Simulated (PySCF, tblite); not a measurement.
**C₆H₆BrS radical: geometry, infrared bands and EPR parameters**

What infrared bands and EPR parameters should C₆H₆BrS radical (`S=C=C(Br)C1C[CH]C1`) show?

Computed with tblite 0.8.0 and PySCF 2.14.0, with density-fitted response routines of our own, on a single molecule in the gas phase. Atoms are numbered from 0 throughout.

## (1) Starting geometry

14 atoms, charge 0, multiplicity 2; geometry from: force field or distance geometry start.

Bonds of the start (Å): S0–C1 1.80, C1–C2 1.30, C2–Br3 1.84, C2–C4 1.49, C4–C5 1.55, C5–C6 1.47, C6–C7 1.47, C7–C4 1.55, C4–H8 1.09, C5–H9 1.09, C5–H10 1.09, C6–H11 1.08, C7–H12 1.08, C7–H13 1.09.

## (2) Geometry optimisation with GFN2-xTB

Job settings and geometry (Å):

```
{"job": {"kind": "relax", "xc": "GFN2-xTB", "basis": "xTB"}, "charge": 0, "multiplicity": 2}
S      3.519400     1.857100    -0.095700
C      2.284600     0.627800     0.361100
C      1.403100    -0.261400     0.704800
Br     2.064700    -1.786100     1.500100
C     -0.075100    -0.064600     0.754900
C     -0.930000    -1.106100    -0.009700
C     -1.740700     0.009500    -0.505400
C     -0.673200     0.981200    -0.216300
H     -0.412000     0.089200     1.783300
H     -0.432900    -1.655700    -0.810200
H     -1.469700    -1.809700     0.630600
H     -2.410300    -0.005600    -1.350500
H     -0.103700     1.227100    -1.105000
H     -1.024900     1.896700     0.251200
```

Command:

```bash
OMP_NUM_THREADS=1 python probes_run.py task.json out
```

One launch serves the whole session: the jobs run in the order shown.

Standard output:

```text
step      E/eV     max force
  0    -626.86905    6.029
  1    -627.68648    3.665
  2    -627.83491    4.871
  3    -627.97055    1.321
  4    -627.99613    0.402
  5    -628.01465    0.611
  6    -628.03025    0.518
  7    -628.03992    0.235
  8    -628.04732    0.267
  9    -628.05657    0.352
 10    -628.06518    0.348
 11    -628.07292    0.244
 12    -628.08007    0.244
 13    -628.08817    0.268
 14    -628.09806    0.349
 15    -628.10888    0.349
 16    -628.11834    0.299
 17    -628.12466    0.217
 18    -628.12798    0.139
 19    -628.12975    0.089
 20    -628.13086    0.091
 21    -628.13160    0.076
 22    -628.13197    0.087
 23    -628.13234    0.056
 24    -628.13252    0.035
 25    -628.13266    0.033
 26    -628.13276    0.032
 27    -628.13292    0.033
 28    -628.13312    0.042
 29    -628.13340    0.051
 30    -628.13374    0.052
 31    -628.13417    0.056
 32    -628.13468    0.066
 33    -628.13531    0.066
 34    -628.13601    0.068
 35    -628.13683    0.083
 36    -628.13778    0.096
 37    -628.13877    0.095
 38    -628.13963    0.082
 39    -628.14028    0.072
 40    -628.14087    0.057
 41    -628.14162    0.078
 42    -628.14253    0.091
 43    -628.14333    0.076
 44    -628.14383    0.071
 45    -628.14415    0.096
 46    -628.14461    0.053
 47    -628.14544    0.104
 48    -628.14612    0.099
 49    -628.14704    0.138
 50    -628.14781    0.098
 51    -628.14856    0.064
 52    -628.14916    0.058
 53    -628.14943    0.073
 54    -628.14959    0.042
 55    -628.14970    0.032
 56    -628.14983    0.022
 57    -628.14994    0.023
 58    -628.15003    0.028
 59    -628.15008    0.028
 60    -628.15013    0.023
 61    -628.15019    0.022
 62    -628.15025    0.019
 63    -628.15031    0.019
 64    -628.15035    0.026
 65    -628.15039    0.032
 66    -628.15045    0.034
 67    -628.15051    0.026
 68    -628.15057    0.014
 69    -628.15061    0.012
 70    -628.15063    0.011
 71    -628.15065    0.011
 72    -628.15067    0.010
 73    -628.15069    0.011
 74    -628.15071    0.013
 75    -628.15073    0.011
 76    -628.15075    0.011
 77    -628.15077    0.015
 78    -628.15081    0.025
 79    -628.15087    0.035
 80    -628.15093    0.032
 81    -628.15099    0.020
 82    -628.15103    0.020
 83    -628.15108    0.024
 84    -628.15115    0.040
 85    -628.15126    0.045
 86    -628.15137    0.032
 87    -628.15145    0.025
 88    -628.15154    0.024
 89    -628.15162    0.031
 90    -628.15169    0.023
 91    -628.15173    0.016
 92    -628.15174    0.011
 93    -628.15175    0.014
 94    -628.15177    0.013
 95    -628.15178    0.007
```

Run time: 0.81 s. Hardware: 1 thread of Arm Neoverse V1, shared host.

The steps of the relaxation: (not every step is listed)

```tsv
step	energy from step 0 (eV)	largest force (eV/Å)
0	0.0000	6.0293
1	-0.8174	3.6651
2	-0.9659	4.8712
3	-1.1015	1.3212
4	-1.1271	0.4020
5	-1.1456	0.6114
6	-1.1612	0.5179
7	-1.1709	0.2350
8	-1.1783	0.2674
16	-1.2493	0.2994
24	-1.2635	0.0351
32	-1.2656	0.0657
40	-1.2718	0.0568
48	-1.2771	0.0988
56	-1.2808	0.0219
64	-1.2813	0.0260
72	-1.2816	0.0104
80	-1.2819	0.0318
88	-1.2825	0.0244
90	-1.2826	0.0233
91	-1.2827	0.0164
92	-1.2827	0.0114
93	-1.2827	0.0136
94	-1.2827	0.0132
95	-1.2827	0.0067
```

Distances of close pairs at the start and the end, largest changes first:

```tsv
bond	before (Å)	after (Å)	change (Å)
S0–C1	1.801	1.563	-0.238
C2–Br3	1.843	1.947	+0.104
C7–H12	1.084	1.099	+0.015
C5–C6	1.465	1.478	+0.013
C6–H11	1.078	1.071	-0.008
C7–H13	1.086	1.093	+0.006
C5–H9	1.091	1.095	+0.005
C4–C7	1.547	1.543	-0.004
```

The end geometry stands in the next job.

## (3) Harmonic vibrations with GFN2-xTB

Job settings and geometry (Å):

```
{"job": {"kind": "ir", "xc": "GFN2-xTB", "basis": "xTB"}, "charge": 0, "multiplicity": 2}
S      3.279714     1.442023    -0.612125
C      2.201955     0.580456     0.122512
C      1.365755    -0.159805     0.787147
Br     2.098459    -1.653993     1.796895
C     -0.119818    -0.069306     0.806377
C     -0.867023    -1.111386    -0.069957
C     -1.493385     0.024292    -0.779773
C     -0.711113     1.054425    -0.071074
H     -0.482434    -0.059730     1.835906
H     -0.197581    -1.727769    -0.679798
H     -1.543371    -1.791388     0.455943
H     -2.313305     0.082735    -1.465598
H      0.056501     1.553750    -0.678328
H     -1.275031     1.835224     0.445080
```

Standard output:

```text
mode    cm-1     km/mol
  1      30.6      0.28
  2      77.4      0.77
  3      88.3      0.77
  4     119.0      0.56
  5     186.1      0.86
  6     263.1      1.76
  7     279.9      4.56
  8     295.8     26.14
  9     355.5     34.60
 10     421.2      1.38
 11     552.8      8.62
 12     729.0      1.26
 13     778.0      1.32
 14     838.8      7.26
 15     940.7      4.90
 16     964.2      0.56
 17     973.2     17.12
 18     991.8      4.22
 19    1049.4      6.75
 20    1056.6     18.87
 21    1111.8     56.31
 22    1172.0      8.74
 23    1184.4     11.54
 24    1207.8      5.09
 25    1253.0      8.92
 26    1265.8     13.95
 27    1279.8      1.80
 28    1424.6     14.08
 29    1436.7      0.47
 30    1855.4    341.00
 31    2858.8     25.85
 32    2891.9      8.13
 33    2936.1     18.01
 34    2940.0     34.31
 35    2962.5     28.06
 36    3159.6      6.87
```

Run time: 0.58 s. Hardware: 1 thread of Arm Neoverse V1, shared host.

The strongest bands and the atoms that carry them (share of the mass-weighted mode):

```tsv
cm⁻¹	km/mol	atoms
296	26.1	H11 49 %, C6 23 %
356	34.6	C1 58 %, Br3 14 %, S0 11 %
1057	18.9	H12 48 %, C4 18 %
1112	56.3	C4 19 %, C7 18 %, C6 17 %, C5 14 %
1855	341.0	C1 64 %, C2 33 %
2859	25.9	H12 87 %
2940	34.3	H13 83 %
2962	28.1	H8 89 %
```

## (4) EPR parameters: B3LYP/def2-TZVP-core+pcH-1

The job, as its differences from that of step 3:

```diff
@@ -1,2 +1,2 @@
-{"job": {"kind": "ir", "xc": "GFN2-xTB", "basis": "xTB"}, "charge": 0, "multiplicity": 2}
+{"job": {"kind": "epr", "basis": "pcH-1"}, "charge": 0, "multiplicity": 2}
 S      3.279714     1.442023    -0.612125
```

Method: UKS B3LYP, def2-TZVP-core on Br, pcH-1 on C H S, non-relativistic, mean-field spin-orbit, GIAO.

Standard output:

```text
UKS, coarse grid
  cycle   1  E = -3204.45692051  |g| = 1.58e+00
  cycle   2  E = -3204.45618277  |g| = 6.01e-01
  cycle   3  E = -3204.47529946  |g| = 3.64e-01
  cycle   4  E = -3204.51355283  |g| = 1.10e-01
  cycle   5  E = -3204.51918894  |g| = 4.30e-02
  cycle   6  E = -3204.52017697  |g| = 8.46e-03
  cycle   7  E = -3204.52020916  |g| = 4.72e-03
  cycle   8  E = -3204.52022023  |g| = 1.31e-03
  cycle   9  E = -3204.52022321  |g| = 6.87e-04
UKS, final grid
  cycle   1  E = -3204.52019903  |g| = 7.18e-04
  cycle   2  E = -3204.52019868  |g| = 1.10e-03
  cycle   3  E = -3204.52019926  |g| = 1.98e-04
  cycle   4  E = -3204.52019927  |g| = 3.73e-05
  cycle   5  E = -3204.52019928  |g| = 3.28e-05
  cycle   6  E = -3204.52019928  |g| = 1.47e-05
E = -3204.52019928 Eh   <S^2> = 0.7543 (exact 0.7500)
g shifts (ppm)      1          2          3
  rmc          -137       -137       -137
  gc             14         22          5
  oz_so         492        860       1030
  total         369        746        899
hyperfine (MHz)  atom isotope    a_iso     a_fc   dipolar eigenvalues
    0   33S       0.54       0.52     -1.19     -1.13      2.32
    1   13C      -0.01      -0.03     -0.66     -0.06      0.72
    2   13C      -2.59      -2.60     -0.49     -0.42      0.91
    3  79Br      -0.37      -0.14     -1.81      0.36      1.45
    4   13C      11.93      11.93     -1.56     -1.29      2.85
    5   13C     -36.18     -36.19     -2.72      0.48      2.25
    6   13C      93.80      93.90    -80.64    -79.33    159.97
    7   13C     -36.43     -36.44     -2.53      0.01      2.51
    8    1H      -3.60      -3.60     -2.83     -2.61      5.44
    9    1H     135.26     135.26     -4.76     -3.81      8.57
   10    1H     105.42     105.42     -4.44     -3.59      8.04
   11    1H     -63.43     -63.45    -38.18     -0.21     38.39
   12    1H     134.92     134.92     -4.56     -3.93      8.49
   13    1H     100.62     100.62     -4.43     -3.54      7.97
```

Wall time 4.6 min (1 thread of Arm Neoverse V1, shared host); peak memory 1.4 GiB.

Principal g values 2.00269, 2.00306, 2.00322; g(iso) = 2.00299, against 2.00232 for a free electron.

Hyperfine couplings; where a row names several nuclei, a(iso) is their mean (it holds for fast rotation or exchange) and the dipolar term the largest among them:

```tsv
nuclei	isotope	a(iso) (MHz)	a(iso) (G, at g = 2.0023)	largest dipolar term (MHz)
H9, H12	1H	135.1	48.2	8.6
H10, H13	1H	103.0	36.8	8.0
C6	13C	93.8	33.5	160.0
H11	1H	-63.4	-22.6	38.4
C5, C7	13C	-36.3	-13.0	-2.7
C4	13C	11.9	4.3	2.8
H8	1H	-3.6	-1.3	5.4
C2	13C	-2.6	-0.9	0.9
S0	33S	0.5	0.2	2.3
Br3	79Br	-0.4	-0.1	-1.8
C1	13C	0.0	0.0	0.7
```

Mulliken spin populations:

S0 0.01; C1 0.00; C2 0.00; Br3 0.00; C4 0.01; C5 -0.09; C6 1.00; C7 -0.09; H8 0.00; H9 0.06; H10 0.04; H11 -0.04; H12 0.06; H13 0.04

In first order the couplings over 0.8 MHz of 1H give 36 distinct lines over 193.8 G, if the averaged nuclei exchange fast.

The fields below are evaluated on a grid from the run's orbitals.

ELF in a plane through or near 5 of the atoms.

Ten even steps from '0' (0.00) to '9' (1.00):
```
0000000000000000000000000000
0000000000000000000000000000
0000000123431000000000000000
0000024677874000000000000000
0000257766885000157500000000
0000478632673001699970000000
0000378732640003799971000000
0000024556641145599820000000
0000000025465476146200000000
0000012368456455587421000000
0002346515843331444764100000
0025777832410345844898400000
0037886787304886885788400000
0048997765119998421133000000
0037999863019997200000000000
0013677641005873000000000000
0001234310000110000000000000
0000000000000000000000000000
0000000000000000000000000000
0000000000000000000000000000
```
The map spans 11.7 Å across and 9.8 Å up, centred on the molecule. Atoms in the plane (x, y in Å): C1 (-2.2, -0.4), C5 (1.0, 0.9), C6 (1.6, -0.5), H10 (1.7, 1.7), H12 (-0.1, -1.7).

log10 of the density (e/Å³) in the same plane.

Ten even steps from ' ' (-4.0) to '@' (0.8):
```
              ..........                                
        ....::----------::..                            
      ..::--====++++====--::....                        
      ::--==++**####**++==----::::::::::..              
    ..::==++**##%%%%##**++==----======--::..            
    ..--==++##%%@@@@%%##++====++******++==::..          
    ..--==++##%%%%%%%%##++++++**##%%%%**++--..          
    ..::--++**##########****##%%%%%%%%**++--::          
    ..::--==++**##%%%%%%####%%%%@@%%##**++--::..        
  ..::--==++**##%%%%@@%%####%%%%%%%%%%##++==--::        
  ::--==++**##%%@@@@%%##########%%%%%%##**++==::..      
..::==++**####%%@@%%##****####%%%%%%%%%%##**==::..      
..--==++##%%%%%%%%##******##%%%%%%%%####**++==::..      
..--==**##%%%%%%##**++++##%%%%####**++++++==--..        
..--==++**######**++++++**####**++++====----::          
  ::--==++++**++++==----==++++====--::::....            
  ..::--==========--::::--------::::..                  
      ..::::::::::....  ........                        
          ......                                        
                                                        
```
The map spans 11.7 Å across and 9.8 Å up, centred on the molecule. Atoms in the plane (x, y in Å): C1 (-2.2, -0.4), C5 (1.0, 0.9), C6 (1.6, -0.5), H10 (1.7, 1.7), H12 (-0.1, -1.7).

On the surface of density 0.002 e/bohr³ the electrostatic potential runs, from the 1st to the 99th percentile, from -0.50 V near S0 to 0.86 V near H11.

The spin density lies nearest to C6 61 %; H11 13 %.

## (5) Summary of results

| quantity | value |
| --- | --- |
| strongest single infrared mode (GFN2-xTB) | 1855 cm⁻¹, 341 km/mol |
| zero-point energy (GFN2-xTB) | 59.9 kcal/mol |
| g(iso) (B3LYP) | 2.00299 |
| ⟨S²⟩ | 0.754 (exact 0.75) |
| largest a(iso) (averaged by class) | 1H on H9, H12, 135.1 MHz |
| surface potential, 1st and 99th percentile | -0.50 V and 0.86 V |

In words: Over 95 steps the energy fell by 1.283 eV; of the close pairs, S0–C1 changed most, 1.801 to 1.563 Å. No mode is imaginary among the 36: a minimum at this level. The strongest single mode, at 1855 cm⁻¹, moves mainly C1 and C2. GFN2-xTB is a fitted tight-binding method: band positions and strengths are rough. Its intensities can rank the bands wrongly. Most of the unpaired spin sits on C6 (1.00 e). The isotropic g lies 0.7 ppt above the free-electron value. The hyperfine terms hold no scalar relativity, which the heavier nuclei need.
